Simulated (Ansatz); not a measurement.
# GeHf: the cost of one run

Program: Ansatz 0.2.0, Gaussian basis. Level of theory: def2-TZVPP, core rule «outside noble gas», up to 18 orbitals frozen. These are calculated values, not measurements.

Plan: UHF; CCSD(T) on RHF; CCSD(T) on UHF; CCSDT(Q) on RHF; CCSDT(Q) on UHF.

19 further runs of the same task are left out: 13 for a known fault of the program, 6 set aside as unsound or not needed.

## (1) The system

The geometry is a PBE0/def2-TZVP stationary point (not a proven minimum) of the parent state, kept for this charge and spin. No spin-orbit coupling is included. Elements past krypton take def2 core potentials. The filled d shell of Ge may be among the frozen orbitals whatever the setting's name suggests; the logs give the count.

2 atoms, charge 0, spin multiplicity 1.

Atoms are counted from 1 here; the program's logs count them from 0.

Bond lengths: Hf1–Ge2 2.460 Å.

As a file:

```
Hf    0.0000    0.0000    0.0000
Ge    0.0000    0.0000    2.4603
```

## (2) UHF

Contents of in.yaml:

```yaml
crystal:
  periodic: [false, false, false]
  atoms:
    - {symbol: Hf, position_ang: [0.000000, 0.000000, 0.000000]}
    - {symbol: Ge, position_ang: [0.000000, 0.000000, 2.460290]}
basis:
  gaussian: {orbitals: def2-TZVPP}
magnetization: {spin_polarized: true, initial_magnetization: 0}
hamiltonian: {xc: hf}
output: {orbitals: {seedname: orbitals}}
```

The run is started by

```sh
ansatz run in.yaml --threads 1 --pin off --events-out ev --progress --plain --max-ram 4096MiB --backend cpu
```

**Question.** How long does this run take on 1 thread of AMD EPYC 7R13, shared host, and how much memory does it need?

About 61 s, with a peak of 0.34 GiB.
